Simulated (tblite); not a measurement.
# C6H11OPSe: the cost of one run

Computed with tblite 0.8.0 and PySCF 2.14.0, with density-fitted response routines of our own, on a single molecule in the gas phase. Atoms count from 0, in the outputs and in this text.

**1. Starting geometry**

20 atoms, charge 0, multiplicity 1; geometry from: force field or distance geometry start.

Bonds of the start (Å): C0–C1 1.46, C1–C2 1.33, C2–P3 1.81, P3–Se4 2.09, P3–C5 1.80, C5–C6 1.47, C6–C7 1.52, C6–O8 1.22, C0–H9 1.12, C0–H10 1.11, C0–H11 1.10, C1–H12 1.09, C2–H13 1.10, P3–H14 1.42, C5–H15 1.13, C5–H16 1.10, C7–H17 1.14, C7–H18 1.10, C7–H19 1.09.

**2. Geometry optimisation with GFN2-xTB**

Job settings and geometry (Å):

```
{"job": {"kind": "relax", "xc": "GFN2-xTB", "basis": "xTB"}, "charge": 0, "multiplicity": 1}
C     -3.341100     0.666900    -0.673200
C     -2.844300    -0.623000    -0.205400
C     -1.572600    -0.823300     0.119000
P     -0.322500     0.474600    -0.005900
Se    -0.470600     1.819000    -1.601800
C      1.237600    -0.381300     0.260300
C      2.441900     0.351100    -0.165800
C      3.774700    -0.339100     0.050700
O      2.385300     1.459200    -0.661200
H     -4.450900     0.638900    -0.537100
H     -2.951800     1.524700    -0.081300
H     -3.133100     0.761400    -1.745700
H     -3.537200    -1.450600    -0.089800
H     -1.291100    -1.827500     0.460700
H     -0.533600     1.331900     1.103300
H      1.345200    -0.582600     1.363000
H      1.208400    -1.316600    -0.320800
H      3.561000    -1.408000    -0.289000
H      3.921100    -0.387300     1.139000
H      4.568300     0.122200    -0.531900
```

On the command line:

```console
> OMP_NUM_THREADS=1 python probes_run.py task.json out
```

The driver reads the jobs from task.json and runs them one after another.

Q: Estimate the wall time of this first job on 1 thread of Arm Neoverse V1, shared host.

About 2 s.
